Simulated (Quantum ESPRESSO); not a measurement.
TiO, 8 atoms in the cell. The structure is hexagonal, space group P6_3/mmc (No. 194). The conventional cell has a = 3.374 Å, b = 3.374 Å, c = 4.702 Å, α = 90.00°, β = 90.00°, γ = 120.00°. Ti (site symmetry -3m) is surrounded by 6 O at 2.27 Å and 2 Ti at 2.35 Å. O (site symmetry -6m2) is surrounded by 6 Ti at 2.27 Å. The cell comes from a database or a generator and needn't be the stable form of this composition.

| Item | Value |
| --- | --- |
| Program | Quantum ESPRESSO 7.5 |
| Task | single point |
| Functional | PBEsol |
| Potentials or basis | PseudoDojo 0.4.1 SR PBEsol standard |
| Cutoff | 1143 eV |
| Density cutoff | 4572 eV |
| k mesh | 3 × 3 × 3 |
| Occupations | gaussian, width 0.05 eV |
| Spin | collinear spin, antiferromagnetic start |
| Starting moments | [2.0, 2.0, 0.0, 0.0, -2.0, -2.0, -0.0, -0.0] μB |
| Hubbard terms | Ti d U = 2 eV |
| Hubbard projectors | ortho-atomic |
| Double | 6 |
| Start of the occupations | atomic |
| Moments locked | none |
| Magnetic state asked for | afm_doubled |
| Formal shell electrons | 1 d2, 2 d2, 5 d2, 6 d2 |
| SCF threshold | 3.2e-07 Ry |
| Most SCF iterations | 100 |
| Mixing ndim | 20 |
| Mixing beta | 0.7 |

Potentials or basis: PseudoDojo 0.4.1 SR PBEsol standard.

Launch:

```bash
$ OMP_NUM_THREADS=1 mpirun -n 2 pw.x -nk 2 -in pw.in > pw.out
```

Hardware: 2 MPI ranks on Arm Neoverse V1, on a shared host.

Question: Estimate the wall time of this run.

Answer: Wall time 3.7 min on 2 MPI ranks on Arm Neoverse V1, on a shared host, peak memory 0.7 GiB a rank. Counts: scf iterations 29, k pools 2, bands 51, k points 10, g dense 65053.
